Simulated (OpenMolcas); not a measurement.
**Pd⁴⁺ among point charges: CASSCF and CASPT2 levels and susceptibility**

Aim: the splitting of the states of Pd⁴⁺ in the field of 4 point charges, its lowest levels with spin-orbit coupling and its magnetic susceptibility.

The numbers are computed with OpenMolcas 26.06 (state-averaged CASSCF and CASPT2, spin-orbit coupling by RASSI with atomic mean-field integrals), except any that are marked as measured or tabulated.

### Step 1. The system

- Species: Pd⁴⁺ (palladium, Z = 46, 42 electrons)
- Basis: ANO-RCC-VDZP [6s5p3d1f], 43 functions
- Scalar Hamiltonian: DKH2, point nucleus
- Inactive shells: 1s 2s 2p 3s 3p 3d 4s 4p
- Active space: 6 electrons in 5 orbitals (4d)
- Some configurations of this space: 4d6
- Orbitals: optimised for each spin and parity, averaged over all roots

Outer shells as boxes (Hund's rule):

4d6
```
4d [↑↓][↑ ][↑ ][↑ ][↑ ]
```

The ion sits among 4 point charges of -1 e arranged as a tetrahedron (Td), 1.79 Å from the ion.

The work runs as a chain of OpenMolcas steps in one folder; each step below is one input file. Labels, J, g values, rates, χT and fits are worked out afterwards by a script from the matrices that RASSI stores.

### Step 2. One- and two-electron integrals

Contents of a.inp:

```
&GATEWAY
Coord
1

Pd 0.0 0.0 0.0
Basis=ANO-RCC-VDZP
Group=NoSym
NoMove
AngMom=0.0 0.0 0.0
AMFI
XField
4 Angstrom 0
1.033457 1.033457 1.033457 -1.000000
1.033457 -1.033457 -1.033457 -1.000000
-1.033457 1.033457 -1.033457 -1.000000
-1.033457 -1.033457 1.033457 -1.000000
&SEWARD
```

Command:

```bash
> OMP_NUM_THREADS=1 MOLCAS_MEM=1689 MOLCAS_PROJECT=a pymolcas a.inp > a.log
```

### Step 3. Reference wave functions, quintets, 5 roots

Contents of a.inp:

```
&RASSCF
FileOrb=start.orb
Symmetry=1
Spin=5
nActEl=6 0 0
Inactive=18
Ras2=5
CIRoot=5 5 1
SDav=5
CIMx=300
Iter=120 100
PrWF=0.3
OrbListing=Nothing
MaxOrb=0
>>> COPY $Project.JobIph JOB001
```

start.orb holds the contracted functions of the basis, ordered by shell, or the orbitals of the step before.

### Step 4. Reference wave functions, triplets, 45 roots

Contents of a.inp:

```
&RASSCF
FileOrb=start.orb
Symmetry=1
Spin=3
nActEl=6 0 0
Inactive=18
Ras2=5
CIRoot=45 45 1
SDav=45
CIMx=300
Iter=120 100
PrWF=0.3
OrbListing=Nothing
MaxOrb=0
>>> COPY $Project.JobIph JOB002
```

### Step 5. Reference wave functions, singlets, 50 roots

Contents of a.inp:

```
&RASSCF
FileOrb=start.orb
Symmetry=1
Spin=1
nActEl=6 0 0
Inactive=18
Ras2=5
CIRoot=50 50 1
SDav=50
CIMx=300
Iter=120 100
PrWF=0.3
OrbListing=Nothing
MaxOrb=0
>>> COPY $Project.JobIph JOB003
```

### Step 6. RASSI: spin-orbit coupling between the states

Contents of a.inp:

```
&RASSI
NrOfJobIphs=3 5 45 50
1 2 3 4 5
1 2 3 4 5 6 7 8 9 10 11 12 13 14 15 16 17 18 19 20 21 22 23 24 25 26 27
28 29 30 31 32 33 34 35 36 37 38 39 40 41 42 43 44 45
1 2 3 4 5 6 7 8 9 10 11 12 13 14 15 16 17 18 19 20 21 22 23 24 25 26 27
28 29 30 31 32 33 34 35 36 37 38 39 40 41 42 43 44 45 46 47 48 49 50
IphNames
JOB001
JOB002
JOB003
EJob
SpinOrbit
DIPRint=1.0
SOCoupling=1000.0
Subsets=2
Property=9
'ANGMOM' 1 'ANGMOM' 2 'ANGMOM' 3 'MLTPL  1' 1 'MLTPL  1' 2 'MLTPL  1' 3
'AMFI' 1 'AMFI' 2 'AMFI' 3
SOProperty=3
'ANGMOM' 1 'ANGMOM' 2 'ANGMOM' 3
```

### Step 7. CASPT2: IPEA 0.25, imaginary shift 0.1 (closed shells correlated: 4s 4p)

Contents of a.inp:

```
>>> COPY JOB001 $Project.JobIph
&CASPT2
Multistate=5 1 2 3 4 5
NoMult
Frozen=14
IPEA=0.25
Imaginary=0.1
MaxIter=60
WThr=0.0 0.3 0.05
PrWF=0.5
NoMix
>>> COPY JOB002 $Project.JobIph
&CASPT2
Multistate=45 1 2 3 4 5 6 7 8 9 10 11 12 13 14 15 16 17 18 19 20 21 22
23 24 25 26 27 28 29 30 31 32 33 34 35 36 37 38 39 40 41 42 43 44 45
NoMult
Frozen=14
IPEA=0.25
Imaginary=0.1
MaxIter=60
WThr=0.0 0.3 0.05
PrWF=0.5
NoMix
>>> COPY JOB003 $Project.JobIph
&CASPT2
Multistate=50 1 2 3 4 5 6 7 8 9 10 11 12 13 14 15 16 17 18 19 20 21 22
23 24 25 26 27 28 29 30 31 32 33 34 35 36 37 38 39 40 41 42 43 44 45 46
47 48 49 50
NoMult
Frozen=14
IPEA=0.25
Imaginary=0.1
MaxIter=60
WThr=0.0 0.3 0.05
PrWF=0.5
NoMix
```

(Steps that only read results are left out.)

What does the calculation give? Wanted: spin-free ground state; first state of the same spin within the active space; lowest level; next level.

**Answer**, as computed:

| quantity | value |
| --- | --- |
| method | SS-CASPT2, IPEA 0.25, imaginary shift 0.1 (closed shells correlated: 4s 4p) |
| spin-free ground state | 5E, 2-fold in its orbital part |
| first state of the same spin within the active space | 5T2 at 2160 cm⁻¹ |
| lowest level | 1-fold A1 |
| next level | 127.2 cm⁻¹ |
| χT at 300 K | 4.94 cm³ K/mol |
| effective moment at 300 K | 6.29 μB |

Cost by method:

| method | time of its own steps | time with the reference |
| --- | --- | --- |
| A. CASSCF | 27 s | 27 s |
| B. SS-CASPT2, IPEA 0.25, imaginary shift 0.1, +4s 4p | 7.8 s | 35 s |

Times are of one thread on a shared host.

**Reading.** The spin-free ground state (5E) comes to 100 % from free-ion D terms and keeps the highest spin of the shell. χT at 300 K is 4.94, against 3.01 cm³ K/mol for the spin alone, so orbital moment adds to it. An active space of the d shell alone favours high spin; real ions in strong fields can be low spin. CASPT2 does not keep the components of a term degenerate, and the means are used. An orbital doublet at a regular site is open to a Jahn-Teller distortion, which this geometry leaves out. The field of point charges can differ much from that of real complexes. This is an electrostatic model: the charges have no orbitals.
